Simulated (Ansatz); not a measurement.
**CH₄FOSn radical: how energies converge with the basis set**

An exercise on one series of results from a longer session: the logs are not shown, and one member is left open.

Method: one geometry, several basis sets; program: Ansatz 0.2.0, Gaussian basis.

Levels to be run: PBE0-D4/def2-SVP; ωB97M-V/def2-SVP; PBE0-D4/def2-QZVPP; ωB97M-V/def2-QZVPP; the functionals' def2-TZVPP values are taken from earlier runs.

**The relaxed structure**

An earlier PBE0-D4 in a triple-zeta def2 set relaxation fixed the geometry. Sn takes the def2 core potential; no spin-orbit term is included.

SMILES `[CH3][SnH]([O])[F]`, 8 atoms, charge 0, spin multiplicity 2.

Atoms are counted from 1 here; the program's logs count them from 0.

Bond lengths: C1–Sn2 2.117 Å, C1–H5 1.089 Å, C1–H6 1.089 Å, C1–H7 1.089 Å, Sn2–O3 1.979 Å, Sn2–F4 1.923 Å, Sn2–H8 1.699 Å. Angles: Sn2–C1–H5 108.4°, Sn2–C1–H6 110.0°, Sn2–C1–H7 109.0°, H5–C1–H6 109.9°, H5–C1–H7 109.6°, H6–C1–H7 110.0°, C1–Sn2–O3 108.3°, C1–Sn2–F4 105.6°, C1–Sn2–H8 123.4°, O3–Sn2–F4 105.9°, O3–Sn2–H8 107.2°, F4–Sn2–H8 105.2°.

The first run:

in.yaml reads:

```yaml
crystal:
  periodic: [false, false, false]
  atoms:
    - {symbol: C, position_ang: [-0.459059, 1.024408, 0.343192]}
    - {symbol: Sn, position_ang: [0.442145, -0.743447, -0.393745]}
    - {symbol: O, position_ang: [1.687427, -1.427513, 0.983777]}
    - {symbol: F, position_ang: [-0.976550, -2.036503, -0.512006]}
    - {symbol: H, position_ang: [-0.926206, 0.798263, 1.300725]}
    - {symbol: H, position_ang: [0.294135, 1.800389, 0.473079]}
    - {symbol: H, position_ang: [-1.218091, 1.357027, -0.363838]}
    - {symbol: H, position_ang: [1.248300, -0.829725, -1.886985]}
basis:
  gaussian: {orbitals: def2-SVP}
magnetization: {spin_polarized: true, initial_magnetization: 1}
hamiltonian: {xc: pbe0, dispersion: d4}
output: {orbitals: {seedname: orbitals}}
```

The run is started by

```sh
> ansatz run in.yaml --threads 4 --pin off --events-out ev --progress --plain --max-ram 10444MiB
```

Steps of the session up to this table: PBE0-D4 in def2-SVP; ωB97M-V in def2-SVP; PBE0-D4 in def2-QZVPP; ωB97M-V in def2-QZVPP.

One of the session's tables, all rows but one given; the rest of the session is left out.

It belongs to the step «Density functionals: the series». 

```
functional       basis  HOMO (eV)  LUMO (eV)
   PBE0-D4    def2-SVP      -8.42      -3.81
   PBE0-D4  def2-TZVPP      -8.69      -4.06
   PBE0-D4  def2-QZVPP          ?          ?
   ωB97M-V    def2-SVP     -10.87      -1.52
   ωB97M-V  def2-TZVPP     -11.17      -1.87
   ωB97M-V  def2-QZVPP     -11.21      -1.94
```

**Question.** Estimate the row for PBE0-D4, def2-QZVPP.

**Answer.** HOMO (eV): -8.74; LUMO (eV): -4.10. In the column «HOMO (eV)» it lies between ωB97M-V, def2-SVP (-10.87) and PBE0-D4, def2-TZVPP (-8.69).
